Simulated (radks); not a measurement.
**Pr³⁺ in [Kr] 4d10 4f2 5s1.75 5p6 6p0.25: an all-electron calculation**

What are the levels of the praseodymium ion Pr3+, how large are its shells, and how does its energy divide?

Program: radks (a radial shooting solver on a logarithmic mesh, Libxc functionals) version 1. Level of theory: scalar-relativistic Kohn-Sham, exchange-only LDA, spin-polarised, spherical densities, finite nucleus; open shells are filled with parallel spins first. These are calculated values, not measurements, unless marked.

## (1) The system

* element: praseodymium (Z = 59)
* charge: +3
* electrons: 56
* configuration: [Kr] 4d10 4f2 5s1.75 5p6 6p0.25
* nuclear rms radius: 4.8919 fm

## (2) The calculation

Settings of this run:

```text
Z 59
configuration [Kr] 4d10 4f2 5s1.75 5p6 6p0.25
relativity scalar-relativistic
functional lda,
spin polarised
nucleus finite rms 4.8919 fm
c 137.035999084
```

The run is started by

```
python run_ks.py task.json out
```

This one command runs every case of the session in turn.

**Question.** What will this run give?

**Answer**, as computed:

```
                        quantity                   value
                    total energy      -9222.6887 hartree
exchange-correlation share of it                  2.19 %
                            −T/E                  1.0622
          highest occupied level       6p up, -16.794 eV
    most extended occupied level  6p up, <r> = 3.91 bohr
 radius at density 0.001 e/bohr³               3.65 bohr
    maxima of the radial density                       4
```

**Reading.** The radial density shows 4 maxima for 6 occupied principal shells; where shells overlap, one shows as a shoulder or not at all. −T/E is 1.062: with relativity the kinetic term as defined here no longer equals −E. This is not the tabulated ground configuration, so its levels and sizes aren't those of the ground state, and no measured value stands beside it.
